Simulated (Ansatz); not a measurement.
# C₂ClF₂Si radical: how energies converge with the basis set

Aim: see how fast density functionals and correlated methods converge with the basis set for C₂ClF₂Si radical.

Program: Ansatz 0.2.0, Gaussian basis. Level of theory: one geometry, several basis sets. These are calculated values, not measurements.

The runs, in order: PBE0-D4/def2-SVP; ωB97M-V/def2-SVP; PBE0-D4/def2-QZVPP; ωB97M-V/def2-QZVPP; CCSD(T)/cc-pV(D+d)Z; CCSD(T)/cc-pV(T+d)Z; MP2/cc-pV(Q+d)Z; the functionals' def2-TZVPP values are taken from earlier runs.

**1. The geometry**

The geometry comes from an earlier relaxation with PBE0-D4 in a triple-zeta def2 set; it is a stationary point.

SMILES `[C]#C[Si](F)(F)Cl`, 6 atoms, charge 0, spin multiplicity 2.

Atoms are counted from 1 here; the program's logs count them from 0.

Bond lengths: C1–C2 1.210 Å, C2–Si3 1.799 Å, Si3–F4 1.572 Å, Si3–F5 1.572 Å, Si3–Cl6 2.009 Å. Angles: C1–C2–Si3 179.4°, C2–Si3–F4 109.6°, C2–Si3–F5 109.6°, C2–Si3–Cl6 111.2°, F4–Si3–F5 107.7°, F4–Si3–Cl6 109.3°, F5–Si3–Cl6 109.3°.

**2. PBE0-D4 in def2-SVP**

Input file in.yaml:

```yaml
crystal:
  periodic: [false, false, false]
  atoms:
    - {symbol: C, position_ang: [0.940304, -1.735369, 1.551239]}
    - {symbol: C, position_ang: [0.505558, -0.918995, 0.771850]}
    - {symbol: Si, position_ang: [-0.149245, 0.303816, -0.374360]}
    - {symbol: F, position_ang: [-1.029172, -0.411465, -1.463251]}
    - {symbol: F, position_ang: [1.037331, 1.022192, -1.114331]}
    - {symbol: Cl, position_ang: [-1.262676, 1.675821, 0.582653]}
basis:
  gaussian: {orbitals: def2-SVP}
magnetization: {spin_polarized: true, initial_magnetization: 1}
hamiltonian: {xc: pbe0, dispersion: d4}
output: {orbitals: {seedname: orbitals}}
```

On the command line:

```console
> ansatz run in.yaml --threads 2 --pin off --events-out ev --progress --plain --max-ram 22528MiB --backend cpu
```

The runs that follow: ωB97M-V in def2-SVP; PBE0-D4 in def2-QZVPP; ωB97M-V in def2-QZVPP; CCSD(T) in cc-pV(D+d)Z; CCSD(T) in cc-pV(T+d)Z; MP2 in cc-pV(Q+d)Z.

**Question.** What will the summary of the whole plan be? Wanted: MP2 correlation recovered, cc-pV(D+d)Z; MP2 correlation recovered, cc-pV(T+d)Z; MP2 correlation recovered, cc-pV(Q+d)Z; CCSD(T) limit from def2 sets; PBE0-D4: double and triple zeta above quadruple; ωB97M-V: double and triple zeta above quadruple.

As calculated:

| quantity | value |
| --- | --- |
| MP2 correlation recovered, cc-pV(D+d)Z | 66.0 % |
| MP2 correlation recovered, cc-pV(T+d)Z | 86.6 % |
| MP2 correlation recovered, cc-pV(Q+d)Z | 94.4 % |
| CCSD(T) limit from def2 sets (earlier runs) less the limit of this series | -82 meV |
| PBE0-D4: double and triple zeta above quadruple | 17.73, 1.06 eV |
| ωB97M-V: double and triple zeta above quadruple | 17.76, 0.98 eV |

PBE0-D4 gains 16.67 eV from double to triple zeta, then 1.06 eV more. Correlation climbs from 66 % (cc-pV(D+d)Z) to 94 % (cc-pV(Q+d)Z) of the limit; Hartree-Fock is 0.262 eV from its own by then. A limit from the def2 sets, made apart, differs by 82 meV, a least measure of the doubt on such a limit. These are total energies; as a rule much of such shifts cancels in differences, which this series doesn't test.
